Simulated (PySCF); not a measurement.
# C2H6O2Si: the cost of one run

Computed with PySCF 2.14.0, with density-fitted response routines of our own, on a single molecule in the gas phase. Atoms count from 0, in the outputs and in this text.

### 1 The molecule as given

11 atoms, charge 0, multiplicity 1; geometry from: GFN2-xTB. The atoms were then displaced at random by about 0.01 Å, so the start is not that level's minimum.

Bonds of the start (Å): O0–C1 1.21, C1–O2 1.34, C1–C3 1.45, C3–Si4 1.95, O2–H5 0.98, C3–H6 1.09, C3–H7 1.08, Si4–H8 1.44, Si4–H9 1.45, Si4–H10 1.48.

### 2 Relaxing the molecule at PBE0-D3(BJ)/def2-SVP

Job settings and geometry (Å):

```
{"job": {"xc": "PBE0", "basis": "def2-SVP", "d3": "d3bj", "grid": 1, "shake": 0.01, "kind": "geom"}, "charge": 0, "multiplicity": 1}
O      1.245620     0.516120     1.706270
C      1.075750     0.320480     0.524260
O      1.926150    -0.446440    -0.172480
C     -0.013320     0.788450    -0.317740
Si    -1.431130    -0.547680    -0.247400
H      2.646450    -0.755420     0.420880
H     -0.413360     1.728700     0.071020
H      0.301130     0.916220    -1.346840
H     -0.909260    -1.784110    -0.774170
H     -2.536520    -0.032140    -1.038940
H     -1.853390    -0.730010     1.159480
```

Launch:

```console
$ OMP_NUM_THREADS=1 python probes_run.py task.json out
```

One launch serves the whole session: the jobs run in the order shown.

**Question.** How long does this first job take on 1 thread of Arm Neoverse V1, shared host, and how much memory does it need?

About 28 s, with a peak of 0.43 GiB.
